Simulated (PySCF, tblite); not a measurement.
# C₃H₁₅OPSi₃: geometry, infrared bands and NMR shifts

What infrared bands and NMR shifts should C₃H₁₅OPSi₃ (`CC[Si@@H](O[SiH3])[Si@@H](C)P`) show?

The runs use tblite 0.8.0 and PySCF 2.14.0, with density-fitted response routines of our own; the level of theory stands in each step. All values are computed, except where a source is named. Atoms count from 0, in the outputs and in this text.

**1. The starting structure**

23 atoms, charge 0, multiplicity 1; geometry from: force field or distance geometry start.

Bonds of the start (Å): C0–C1 1.53, C1–Si2 1.85, Si2–O3 1.71, O3–Si4 1.70, Si2–Si5 2.23, Si5–C6 1.88, Si5–P7 2.20, C0–H8 1.11, C0–H9 1.12, C0–H10 1.11, C1–H11 1.10, C1–H12 1.13, Si2–H13 1.48, Si4–H14 1.48, Si4–H15 1.48, Si4–H16 1.45, Si5–H17 1.47, C6–H18 1.10, C6–H19 1.12, C6–H20 1.11, P7–H21 1.45, P7–H22 1.46.

**2. Optimising the geometry with GFN2-xTB**

Job settings and geometry (Å):

```
{"job": {"kind": "relax", "xc": "GFN2-xTB", "basis": "xTB"}, "charge": 0, "multiplicity": 1}
C     -1.603200    -2.309700     0.303500
C     -1.452800    -0.826200     0.631600
Si    -0.309200    -0.072700    -0.608500
O     -0.737100     1.513800    -1.082000
Si    -2.119100     2.133400    -0.300300
Si     1.802500    -0.206400     0.092600
C      2.900100    -0.078700    -1.430200
P      2.337000     1.402700     1.501500
H     -2.635100    -2.495000    -0.074000
H     -1.490300    -2.955000     1.211000
H     -0.887500    -2.607200    -0.491900
H     -2.451800    -0.377300     0.653100
H     -0.968800    -0.803700     1.651200
H     -0.382500    -0.927400    -1.820500
H     -3.352100     1.710500    -0.997100
H     -2.038600     3.609500    -0.423100
H     -2.187400     1.769500     1.105700
H      1.975900    -1.506900     0.748500
H      2.309200     0.239400    -2.298500
H      3.753800     0.619200    -1.221800
H      3.375000    -1.066600    -1.620700
H      1.262600     2.346800     1.722300
H      2.894700     0.915200     2.757600
```

The run is started by

```console
$ OMP_NUM_THREADS=1 python probes_run.py task.json out
```

This one command runs all jobs of the session in turn.

**Question.** This job is followed by: GFN2-xTB harmonic vibrations, gas phase; GIAO PBE0/pcSseg-1 NMR shielding, non-relativistic, gas phase. Predict these results of the whole session: strongest single infrared mode (GFN2-xTB); zero-point energy (GFN2-xTB); ¹³C shifts against TMS (PBE0/pcSseg-1); ¹H shifts against TMS (PBE0/pcSseg-1, means over atoms taken as alike); ²⁹Si shifts against TMS (PBE0/pcSseg-1); ¹⁷O shifts against H2O (PBE0/pcSseg-1); ³¹P shifts against H3PO4 (PBE0/pcSseg-1).

As calculated:

| quantity | value |
| --- | --- |
| strongest single infrared mode (GFN2-xTB) | 2262 cm⁻¹, 354 km/mol |
| zero-point energy (GFN2-xTB) | 103.3 kcal/mol |
| ¹³C shifts against TMS (PBE0/pcSseg-1) | 14.0, 6.9, -4.7 ppm |
| ¹H shifts against TMS (PBE0/pcSseg-1, means over atoms taken as alike) | 5.41, 5.13, 4.24, 1.23, 1.12, 0.98, 0.93, 0.34 ppm |
| ²⁹Si shifts against TMS (PBE0/pcSseg-1) | -4.5, -43.8, -59.8 ppm |
| ¹⁷O shifts against H2O (PBE0/pcSseg-1) | 9.9 ppm |
| ³¹P shifts against H3PO4 (PBE0/pcSseg-1) | -303.6 ppm |

The optimisation took 230 steps and gained 1.938 eV; among the close pairs (by a distance rule), Si2–Si5 changed most, from 2.229 to 2.334 Å. The lowest mode is slightly imaginary (10i cm⁻¹), a soft motion within the noise of the Hessian, so the minimum is not strictly shown. The strongest single mode, at 2262 cm⁻¹, moves mainly H16. GFN2-xTB is a fitted tight-binding method: band positions and strengths are rough. Its intensities can rank the bands wrongly. At PBE0/pcSseg-1: The largest span, 162 ppm, is at P7, where the paramagnetic term is -348 ppm.
